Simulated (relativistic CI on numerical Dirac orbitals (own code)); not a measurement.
# Tc⁺: resonant inelastic X-ray scattering at the L2,3 edge

Which low excitations of Tc⁺ show in RIXS, and at which incident energy? 6 crystal fields.

Method: Dirac-Coulomb-Breit CI, KLI orbitals optimised for each configuration, model QED (radiative potential, 1s self-energy scaled to tabulated hydrogen-like ionisation energies), Kramers-Heisenberg scattering through one core-hole configuration in a parametric crystal field. Code: relativistic CI on numerical Dirac orbitals (own code) version 3.

### Step 1. Starting point

| Quantity | Value |
| --- | --- |
| ion | Tc⁺ (Tc II) |
| nuclear charge | 43 |
| electrons | 42 |
| configurations | [Kr] 4d6 → [He] 2s2 2p5 3s2 3p6 3d10 4s2 4p6 4d7 |
| temperature | 300 K |
| core-hole width | 1.6 eV |
| field 1 (cm⁻¹) | D4h, 10Dq = 8250, Ds = -1500, Dt = -160 |
| field 2 (cm⁻¹) | D4h, 10Dq = 8250, Ds = -860, Dt = -160 |
| field 3 (cm⁻¹) | D4h, 10Dq = 8250, Ds = -210, Dt = -160 |
| field 4 (cm⁻¹) | D4h, 10Dq = 8250, Ds = 430, Dt = -160 |
| field 5 (cm⁻¹) | D4h, 10Dq = 8250, Ds = 1070, Dt = -160 |
| field 6 (cm⁻¹) | D4h, 10Dq = 8250, Ds = 1710, Dt = -160 |

### Step 2. Field 1: D4h, 10Dq = 8250, Ds = -1500, Dt = -160

Input settings:

```ini
atom Tc  Z=43  charge=1  electrons=42
nucleus A=97  rms_radius_fm=4.4112
hamiltonian dirac-coulomb  breit=on  qed=on  c_scale=1
orbitals kli  potential=per-configuration
slater_scale 1
correlation none
mixing on
configurations
  [Kr] 4d6
  [He] 2s2 2p5 3s2 3p6 3d10 4s2 4p6 4d7
end
rixs L2,3 T=300 core_hole_width=1.6
crystal_field D4h 10Dq=8250 Ds=-1500 Dt=-160
```

The run is started by

```sh
> python run_levels.py task.json out
```

One command runs all members of the session, one after another, from task.json.

### Step 3. Field 2: D4h, 10Dq = 8250, Ds = -860, Dt = -160

Changes to the settings of step 2:

```diff
@@ -12,2 +12,2 @@
 rixs L2,3 T=300 core_hole_width=1.6
-crystal_field D4h 10Dq=8250 Ds=-1500 Dt=-160
+crystal_field D4h 10Dq=8250 Ds=-860 Dt=-160
```

### Step 4. Field 3: D4h, 10Dq = 8250, Ds = -210, Dt = -160

Changes to the settings of step 3:

```diff
@@ -12,2 +12,2 @@
 rixs L2,3 T=300 core_hole_width=1.6
-crystal_field D4h 10Dq=8250 Ds=-860 Dt=-160
+crystal_field D4h 10Dq=8250 Ds=-210 Dt=-160
```

### Step 5. Field 4: D4h, 10Dq = 8250, Ds = 430, Dt = -160

Changes to the settings of step 4:

```diff
@@ -12,2 +12,2 @@
 rixs L2,3 T=300 core_hole_width=1.6
-crystal_field D4h 10Dq=8250 Ds=-210 Dt=-160
+crystal_field D4h 10Dq=8250 Ds=430 Dt=-160
```

### Step 6. Field 5: D4h, 10Dq = 8250, Ds = 1070, Dt = -160

Changes to the settings of step 5:

```diff
@@ -12,2 +12,2 @@
 rixs L2,3 T=300 core_hole_width=1.6
-crystal_field D4h 10Dq=8250 Ds=430 Dt=-160
+crystal_field D4h 10Dq=8250 Ds=1070 Dt=-160
```

### Step 7. Field 6: D4h, 10Dq = 8250, Ds = 1710, Dt = -160

Changes to the settings of step 6:

```diff
@@ -12,2 +12,2 @@
 rixs L2,3 T=300 core_hole_width=1.6
-crystal_field D4h 10Dq=8250 Ds=1070 Dt=-160
+crystal_field D4h 10Dq=8250 Ds=1710 Dt=-160
```

(Steps that only read results are left out.)

Before running it: what results should come out? Wanted: incident energies, field 1.

**Answer**, as computed:

| field | S, thermal mean | first incident energy (eV) | lowest loss over 0.08 eV (eV) | strongest such loss there (eV) | its level |
| --- | --- | --- | --- | --- | --- |
| 1: D4h | 1.99 | 2678.9 | 0.436 | 1.041 | A2+B1, S = 2.0 |
| 2: D4h | 1.99 | 2678.7 | 0.202 | 1.563 | E, S = 2.0 |
| 3: D4h | 1.99 | 2678.4 | 0.083 | 0.090 | E, S = 2.0 |
| 4: D4h | 1.99 | 2678.4 | 0.288 | 0.305 | E, S = 2.0 |
| 5: D4h | 1.99 | 2678.5 | 0.521 | 1.130 | A1+B2, S = 2.0 |
| 6: D4h | 1.99 | 2678.5 | 0.752 | 1.051 | A1+B1, S = 2.0 |

| quantity | value |
| --- | --- |
| incident energies, field 1 | 2678.9, 2794.8, 2795.7 eV |
| strongest loss over 0.08 eV, field 1 | 1.04 eV |

**Reading.** In field 1 the strongest loss over 0.08 eV at the first resonance is 1.04 eV (A2+B1, S = 2.0). Spin-orbit coupling in the valence shell mixes spin states, so S is only an average. Only the lowest levels kept in the record count, and labels are spin-orbit irreps. Polarisations are summed, and charge-transfer losses are outside the model.
